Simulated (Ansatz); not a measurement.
# GeH5PS: how energies converge with the basis set

How large a basis does GeH5PS need? Two functionals are run in growing sets.

The runs use Ansatz 0.2.0, Gaussian basis; one geometry, several basis sets.

Levels to be run: PBE0-D4/def2-SVP; ωB97M-V/def2-SVP; PBE0-D4/def2-QZVPP; ωB97M-V/def2-QZVPP; the functionals' def2-TZVPP values are taken from earlier runs.

### 1 The relaxed structure

The geometry comes from an earlier relaxation with PBE0-D4 in a triple-zeta def2 set; it is a stationary point, not always the lowest conformer.

SMILES `[PH2][GeH2][SH]`, 8 atoms, charge 0, spin multiplicity 1.

Atoms are counted from 1 here; the program's logs count them from 0.

Bond lengths: P1–Ge2 2.319 Å, P1–H4 1.420 Å, P1–H5 1.421 Å, Ge2–S3 2.228 Å, Ge2–H6 1.539 Å, Ge2–H7 1.536 Å, S3–H8 1.343 Å. Angles: Ge2–P1–H4 93.2°, Ge2–P1–H5 93.1°, H4–P1–H5 93.3°, P1–Ge2–S3 114.5°, P1–Ge2–H6 108.3°, P1–Ge2–H7 109.6°, S3–Ge2–H6 110.0°, S3–Ge2–H7 104.2°, H6–Ge2–H7 110.2°, Ge2–S3–H8 94.4°.

### 2 PBE0-D4 in def2-SVP

Input file in.yaml:

```yaml
crystal:
  periodic: [false, false, false]
  atoms:
    - {symbol: P, position_ang: [-0.205939, 0.729151, -1.668671]}
    - {symbol: Ge, position_ang: [0.824450, 0.078699, 0.304005]}
    - {symbol: S, position_ang: [-0.316335, -1.424107, 1.489881]}
    - {symbol: H, position_ang: [-0.637213, -0.589081, -1.971775]}
    - {symbol: H, position_ang: [-1.421085, 1.064241, -1.013105]}
    - {symbol: H, position_ang: [1.079787, 1.336547, 1.153739]}
    - {symbol: H, position_ang: [2.152171, -0.623911, -0.015680]}
    - {symbol: H, position_ang: [-1.383735, -0.628539, 1.665905]}
basis:
  gaussian: {orbitals: def2-SVP}
hamiltonian: {xc: pbe0, dispersion: d4}
output: {orbitals: {seedname: orbitals}}
```

Run with:

```
> ansatz run in.yaml --threads 2 --pin off --events-out ev --progress --plain --max-ram 4352MiB
```

The log of the run:

```text
Functional definition: PBE0
  name "PBE0"
  cite "Adamo & Barone, J. Chem. Phys. 110, 6158 (1999) doi:10.1063/1.478522"
  cite "Perdew, Burke & Ernzerhof, Phys. Rev. Lett. 77, 3865 (1996) doi:10.1103/PhysRevLett.77.3865"
  parent pbe
  parameter a = 0.25
  parameter kappa = 0.804
  parameter beta = 0.06672455060314922
  exchange = (1 - a)*pbe_x(kappa = kappa, mu = beta*pi^2/3) + a*exact_x
  correlation = pbe_c(beta = beta)
892 factors; integrals over basis functions are off by at most 1.3e-3 eV
mean field evaluation 1: about -76696.0362 eV, gradient 1.7e1 eV
mean field evaluation 2: about -76696.1286 eV, gradient 1.7e1 eV
mean field evaluation 4: about -76696.5992 eV, gradient 4.4e-1 eV
mean field evaluation 8: about -76696.6559 eV, gradient 5.4e-2 eV
mean field evaluation 16: about -76696.6559 eV, gradient 3.0e-5 eV
mean field -76696.65591663 eV, -2818.5501180757 hartree, gradient 3.0e-5 eV, S^2 0.000000; 0 other end points of the search recorded, 0 dependent functions left out
reference -76696.65594074 eV, -2818.5501189615 hartree; 34, 34 occupied and 59, 59 virtual orbitals, 892 factors
Total energy: -76696.82315298 eV, -2818.5562638979 hartree
```

Run time: 1.8 s. Hardware: 2 threads of Arm Neoverse V1, shared host.

### 3 ωB97M-V in def2-SVP

in.yaml: that of step 2 with these lines changed.

```diff
@@ -13,3 +13,3 @@
   gaussian: {orbitals: def2-SVP}
-hamiltonian: {xc: pbe0, dispersion: d4}
+hamiltonian: {xc: {name: wB97M-V}}
 output: {orbitals: {seedname: orbitals}}
```

Same command.

The log of the run, cut to the lines that bear on the results:

```text
Functional definition: wB97M-V
  name "wB97M-V"
  cite "Mardirossian & Head-Gordon, J. Chem. Phys. 144, 214110 (2016) doi:10.1063/1.4952647"
  cite "Becke, J. Chem. Phys. 107, 8554 (1997) doi:10.1063/1.475007"
  cite "Vydrov & Van Voorhis, J. Chem. Phys. 133, 244103 (2010) doi:10.1063/1.3521275"
  # Of w^i u^j: cxij and so on, Table III.
[...]
  gx(w, u) = 1 - cx + cx01*u + cx10*w
  gss(w, u) = css00 + css04*u^4 + css10*w + css20*w^2 + css43*w^4*u^3
  gos(w, u) = cos00 + cos10*w + (cos20 + cos21*u)*w^2 + (cos60 + cos61*u)*w^6
[...]
      + integral(e_c_pw_mod_opposite_spin*gos(b97_w_opposite, b97_u_opposite)) + vv10(b, c)
892 factors; integrals over basis functions are off by at most 1.3e-3 eV
295 factors; integrals over basis functions are off by at most 9.2e-6 eV
[...]
mean field -76706.37634761 eV, -2818.9073373255 hartree, gradient 3.0e-5 eV, S^2 0.000000; 0 other end points of the search recorded, 0 dependent functions left out
reference -76706.37638744 eV, -2818.9073387892 hartree; 34, 34 occupied and 59, 59 virtual orbitals, 892 factors
Total energy: -76706.37638744 eV, -2818.9073387892 hartree
```

Wall time 8 s (2 threads of Arm Neoverse V1, shared host); peak memory 0.28 GiB.

### 4 PBE0-D4 in def2-QZVPP

in.yaml: that of step 3 with these lines changed.

```diff
@@ -12,4 +12,4 @@
 basis:
-  gaussian: {orbitals: def2-SVP}
-hamiltonian: {xc: {name: wB97M-V}}
+  gaussian: {orbitals: "def2-QZVPP.json"}
+hamiltonian: {xc: pbe0, dispersion: d4}
 output: {orbitals: {seedname: orbitals}}
```

Same command.

The log of the run:

```text
Functional definition: PBE0
  name "PBE0"
  cite "Adamo & Barone, J. Chem. Phys. 110, 6158 (1999) doi:10.1063/1.478522"
  cite "Perdew, Burke & Ernzerhof, Phys. Rev. Lett. 77, 3865 (1996) doi:10.1103/PhysRevLett.77.3865"
  parent pbe
  parameter a = 0.25
  parameter kappa = 0.804
  parameter beta = 0.06672455060314922
  exchange = (1 - a)*pbe_x(kappa = kappa, mu = beta*pi^2/3) + a*exact_x
  correlation = pbe_c(beta = beta)
1624 factors; their error is unknown
mean field evaluation 1: about -76711.5314 eV, gradient 2.3e1 eV
mean field evaluation 2: about -76711.8448 eV, gradient 2.4e1 eV
mean field evaluation 4: about -76712.5291 eV, gradient 1.2e0 eV
mean field evaluation 8: about -76712.6990 eV, gradient 4.4e-1 eV
mean field -76712.69905363 eV, -2819.1396924860 hartree, gradient 6.4e-5 eV, S^2 0.000000; 0 other end points of the search recorded, 0 dependent functions left out
reference -76712.69908987 eV, -2819.1396938177 hartree; 34, 34 occupied and 345, 345 virtual orbitals, 1624 factors
Total energy: -76712.86630211 eV, -2819.1458387541 hartree
```

Run time: 14 s. Hardware: 2 threads of Arm Neoverse V1, shared host; peak memory 1.2 GiB.

### 5 ωB97M-V in def2-QZVPP

in.yaml: that of step 4 with these lines changed.

```diff
@@ -13,3 +13,3 @@
   gaussian: {orbitals: "def2-QZVPP.json"}
-hamiltonian: {xc: pbe0, dispersion: d4}
+hamiltonian: {xc: {name: wB97M-V}}
 output: {orbitals: {seedname: orbitals}}
```

The command is unchanged.

The log of the run, cut to the lines that bear on the results:

```text
Functional definition: wB97M-V
  name "wB97M-V"
  cite "Mardirossian & Head-Gordon, J. Chem. Phys. 144, 214110 (2016) doi:10.1063/1.4952647"
  cite "Becke, J. Chem. Phys. 107, 8554 (1997) doi:10.1063/1.475007"
  cite "Vydrov & Van Voorhis, J. Chem. Phys. 133, 244103 (2010) doi:10.1063/1.3521275"
  # Of w^i u^j: cxij and so on, Table III.
[...]
  gx(w, u) = 1 - cx + cx01*u + cx10*w
  gss(w, u) = css00 + css04*u^4 + css10*w + css20*w^2 + css43*w^4*u^3
  gos(w, u) = cos00 + cos10*w + (cos20 + cos21*u)*w^2 + (cos60 + cos61*u)*w^6
[...]
      + integral(e_c_pw_mod_opposite_spin*gos(b97_w_opposite, b97_u_opposite)) + vv10(b, c)
1552 factors; their error is unknown
326 factors; integrals over basis functions are off by at most 1.4e-5 eV
[...]
mean field -76722.34867083 eV, -2819.4943093773 hartree, gradient 6.2e-5 eV, S^2 0.000000; 0 other end points of the search recorded, 0 dependent functions left out
reference -76722.34872825 eV, -2819.4943114875 hartree; 34, 34 occupied and 345, 345 virtual orbitals, 1552 factors
Total energy: -76722.34872825 eV, -2819.4943114875 hartree
```

Wall time 33 s (2 threads of Arm Neoverse V1, shared host); peak memory 1.4 GiB.

### 6 Functionals by basis

The def2-TZVPP values come from earlier runs at the same geometry.

```
functional       basis  functions  energy (eV)  from the largest (eV)  HOMO (eV)  LUMO (eV)
   PBE0-D4    def2-SVP         93  -76696.8232                 16.043      -7.00      -0.16
   PBE0-D4  def2-TZVPP        202  -76711.0198                  1.846      -7.10      -0.55
   PBE0-D4  def2-QZVPP        379  -76712.8663                  0.000      -7.12      -0.66
   ωB97M-V    def2-SVP         93  -76706.3764                 15.972      -9.04       1.85
   ωB97M-V  def2-TZVPP        202  -76720.5566                  1.792      -9.16       1.31
   ωB97M-V  def2-QZVPP        379  -76722.3487                  0.000      -9.19       1.05
```

### 7 What came out

```
                                       quantity           value
PBE0-D4: double and triple zeta above quadruple  16.04, 1.85 eV
ωB97M-V: double and triple zeta above quadruple  15.97, 1.79 eV
```

**Reading.** For PBE0-D4 the step from double to triple zeta gains 14.20 eV and the next only 1.85 eV. Total energies overstate the basis error of differences, where much of it tends to cancel. The LUMO of ωB97M-V is positive and keeps falling with the basis (1.85 to 1.05 eV): an unbound level that the basis holds in place.

For PBE0-D4 the largest set took about 8 times as long as the smallest (14 s against 1.8 s).
